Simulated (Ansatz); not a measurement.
Turn this script for the Python package of Ansatz (0.2.0) into the input file that the command-line program reads.

Script `run_cas.py`:
```python
"""Static correlation in CH3AlSe: natural occupations of an active space."""

import logging
import sys

import ansatz as az
from ase import Atoms

logging.basicConfig(stream=sys.stdout, format="[%(levelname)s] %(message)s")
logger = logging.getLogger("calc")
logger.setLevel(logging.INFO)

atoms = Atoms(["C", "Al", "Se", "H", "H", "H"], positions=[
    (-0.1805, -0.2405, -0.7024),
    (-0.0312, 0.3672, 1.1379),
    (0.4402, -1.801, 0.0887),
    (-1.2019, -0.3003, -1.0658),
    (0.4765, 0.2683, -1.4487),
    (0.539, 1.6423, 1.9441),
])
system = az.Crystal.molecule_from_ase(atoms)

model = (
    system.calculation()
    .basis(gaussian="def2-SVP")
    .correlation(active_electrons=4, active_orbitals=4)
)
for method in [None]:
    rep = (model if method is None else model.correlation(method)).run().report
    space = rep["configurations"]
    state = space["states"][0]
    print(method or "casscf", f"total {rep['free_energy_ev'] / 27.211386246:.6f} Ha, active-space state {state['energy']['hartree']:.6f} Ha, mean field {rep['reference_energy_ev'] / 27.211386246:.6f} Ha")
    print("  determinants", state["n_determinants"], " natural occupations", [round(n, 3) for n in space["natural_occupations"]])
```

```console
$ python run_cas.py
casscf total -2680.965081 Ha, active-space state -2680.965081 Ha, mean field -2680.927901 Ha
  determinants 36  natural occupations [1.975, 1.97, 0.03, 0.026]
```

`input.yaml`:
```yaml
crystal:
  periodic: [false, false, false]
  atoms:
    - { symbol: C, position_ang: [-0.1805, -0.2405, -0.7024] }
    - { symbol: Al, position_ang: [-0.0312, 0.3672, 1.1379] }
    - { symbol: Se, position_ang: [0.4402, -1.801, 0.0887] }
    - { symbol: H, position_ang: [-1.2019, -0.3003, -1.0658] }
    - { symbol: H, position_ang: [0.4765, 0.2683, -1.4487] }
    - { symbol: H, position_ang: [0.539, 1.6423, 1.9441] }
basis:
  gaussian:
    orbitals: def2-SVP
correlation:
  active_space:
    window:
      electrons: 4
      orbitals: 4
```

Reading the output:
- The settings weren't tested for convergence.
- The geometry is a force-field or estimated start, not a minimum of this method, and the basis set is short of its limit. The active space starts as a window about the frontier orbitals and is then optimised, not chosen by chemistry.
- Hardware and time: 3.9 s on 1 thread of Intel(R) Xeon(R) 6975P-C (Granite Rapids), on a shared host, peak memory 0.25 GiB.

(Lines on the test bed's own set-up are left out of the output.)
